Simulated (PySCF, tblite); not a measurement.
**C5H11BFN: geometry, infrared bands and NMR shifts**

Aim: predict the infrared bands and NMR shifts of C5H11BFN (`C=CCN(BF)CC`).

The runs use tblite 0.8.0 and PySCF 2.14.0, with density-fitted response routines of our own; the level of theory stands in each step. All values are computed, except where a source is named. Atoms are numbered from 0 throughout.

## 1. The molecule as given

19 atoms, charge 0, multiplicity 1; geometry from: force field or distance geometry start.

Bonds of the start (Å): C0–C1 1.33, C1–C2 1.49, C2–N3 1.43, N3–B4 1.50, B4–F5 1.43, N3–C6 1.45, C6–C7 1.52, C0–H8 1.09, C0–H9 1.07, C1–H10 1.09, C2–H11 1.13, C2–H12 1.13, B4–H13 1.20, C6–H14 1.13, C6–H15 1.10, C7–H16 1.10, C7–H17 1.10, C7–H18 1.10.

## 2. Optimising the geometry with GFN2-xTB

What the job is given:

```
{"job": {"kind": "relax", "xc": "GFN2-xTB", "basis": "xTB"}, "charge": 0, "multiplicity": 1}
C     -2.745900    -0.656300     0.525700
C     -1.921100    -0.533700    -0.514800
C     -0.938400     0.572800    -0.650800
N      0.431400     0.161300    -0.726800
B      1.277600     1.365400    -1.011900
F      1.408500     2.362600     0.010800
C      0.800500    -0.360200     0.578800
C      2.253100    -0.800700     0.642100
H     -2.785600     0.066300     1.345700
H     -3.422700    -1.488700     0.560900
H     -1.980500    -1.331000    -1.260200
H     -1.173900     1.076800    -1.628900
H     -1.098300     1.390900     0.113600
H      1.245100     1.750000    -2.144500
H      0.158000    -1.256000     0.815300
H      0.630800     0.434600     1.323700
H      2.426100    -1.300900     1.606200
H      2.918800     0.066800     0.570200
H      2.506500    -1.510600    -0.162600
```

The run is started by

```bash
$ OMP_NUM_THREADS=1 python probes_run.py task.json out
```

The driver reads the jobs from task.json and runs them one after another.

**Question.** This job is followed by: GFN2-xTB harmonic vibrations, gas phase; GIAO PBE0/pcSseg-1 NMR shielding, non-relativistic, gas phase. Predict these results of the whole session: strongest single infrared mode (GFN2-xTB); zero-point energy (GFN2-xTB); 13C shifts against TMS (PBE0/pcSseg-1); 1H shifts against TMS (PBE0/pcSseg-1, means over atoms taken as alike); 15N shifts against NH3 (PBE0/pcSseg-1); 11B shifts against BF3·OEt2 (PBE0/pcSseg-1); 19F shifts against CFCl3 (PBE0/pcSseg-1).

**Answer**, as computed:

| quantity | value |
| --- | --- |
| strongest single infrared mode (GFN2-xTB) | 1467 cm⁻¹, 231 km/mol |
| zero-point energy (GFN2-xTB) | 98.4 kcal/mol |
| 13C shifts against TMS (PBE0/pcSseg-1) | 155.2, 120.8, 60.8, 47.9, 21.2 ppm |
| 1H shifts against TMS (PBE0/pcSseg-1, means over atoms taken as alike) | 6.20, 5.50, 5.30, 4.29, 3.82, 3.31, 1.30 ppm |
| 15N shifts against NH3 (PBE0/pcSseg-1) | 134.2 ppm |
| 11B shifts against BF3·OEt2 (PBE0/pcSseg-1) | 26.0 ppm |
| 19F shifts against CFCl3 (PBE0/pcSseg-1) | -111.0 ppm |

**Reading.** Over 230 steps the energy fell by 1.721 eV; of the close pairs, N3–B4 changed most, 1.499 to 1.385 Å. No mode is imaginary among the 51: a minimum at this level. The strongest single mode, at 1467 cm⁻¹, is spread over several atoms, N3, B4, H15, H14 among them. Unscaled tight-binding wavenumbers are off by several per cent, some by more. Its intensities can rank the bands wrongly. C1 (alkene CH) lies farthest downfield among carbon, at 155.2 ppm; as expected for a trigonal carbon in a double bond. H10 (hydrogen on an alkene CH) lies farthest downfield among hydrogen, at 6.20 ppm; olefinic region. At PBE0/pcSseg-1: Shielding is most anisotropic at F5 (span 307 ppm, paramagnetic term -187 ppm).
